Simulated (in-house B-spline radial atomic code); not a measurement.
# Ta⁵⁺: ionisation energy by several methods

Wanted: one ionisation energy, Ta⁵⁺ to configuration [Xe] 4f13, up the ladder of functionals.

The numbers are computed with in-house B-spline radial atomic code version 1 (non-relativistic, several functionals, spin-polarised, exact exchange averaged over the configuration; spherical all-electron atom at the radial basis limit), except any that are marked as measured or tabulated.

## 1. The system

```
element       : tantalum (Z = 73)
charge        : +5
electrons     : 68
configuration : [Xe] 4f14
nucleus       : point
```

The outer shells:

[Xe] 4f14
```
[Xe] core
4f [↑↓][↑↓][↑↓][↑↓][↑↓][↑↓][↑↓]
```

Where spins are not typed, each open shell is filled with up spins first.

## 2. CAM-B3LYP

Input settings:

```ini
Z = 73
electrons = 68.0
configuration = [Xe] 4f14
hamiltonian = nr
method = camb3lyp
spin_polarised = True
exact_exchange = averaged over the configuration
```

Command:

```sh
> python run_scf.py task.json out
```

One command runs all members of the session, one after another, from task.json.

## 3. B97-1

Settings: those of step 2 with these lines changed.

```diff
@@ -4,3 +4,3 @@
 hamiltonian = nr
-method = camb3lyp
+method = b97_1
 spin_polarised = True
```

## 4. HSE06

Settings: those of step 3 with these lines changed.

```diff
@@ -4,3 +4,3 @@
 hamiltonian = nr
-method = b97_1
+method = hse06
 spin_polarised = True
```

## 5. LC-ωPBE

Settings: those of step 4 with these lines changed.

```diff
@@ -4,3 +4,3 @@
 hamiltonian = nr
-method = hse06
+method = lc_wpbe
 spin_polarised = True
```

## 6. ωB97X

Settings: those of step 5 with these lines changed.

```diff
@@ -4,3 +4,3 @@
 hamiltonian = nr
-method = lc_wpbe
+method = wb97x
 spin_polarised = True
```

Before running: The tabulated ionisation energy is 94.01 ± 0.05 eV (semi-empirical; NIST Atomic Spectra Database). What does each method give, and which comes nearest?

As calculated:

| method | rung | total energy (hartree) | ΔSCF (eV) | −ε highest (eV) | ΔSCF less tabulated (eV) |
| --- | --- | --- | --- | --- | --- |
| B97-1 | global hybrid | -14799.0104 | 102.61 | 93.64 (4f up) | +8.60 |
| CAM-B3LYP | range-separated hybrid | -14799.7909 | 102.57 | 95.47 (4f up) | +8.56 |
| HSE06 | range-separated hybrid | -14798.5503 | 102.50 | 93.91 (4f up) | +8.49 |
| LC-ωPBE | range-separated hybrid | -14798.3729 | 102.74 | 95.49 (4f up) | +8.73 |
| ωB97X | range-separated hybrid | -14799.6216 | 102.44 | 96.21 (4f up) | +8.43 |

Tables give 94.01 ± 0.05 eV (semi-empirical; NIST Atomic Spectra Database) for the ionisation energy. ωB97X misses by +8.43 eV, the least, and LC-ωPBE by +8.73 eV (9.3 %), the most. All methods miss on the same side by much the same amount, which points to something that they share. These runs lack relativity altogether, which can outweigh the gaps between the methods, so the nearest may be so by luck. These runs leave out relativity, which matters at this nuclear charge. Open shells are averaged (over orientations, and over spins where the run is restricted), while tables refer to the lowest levels.
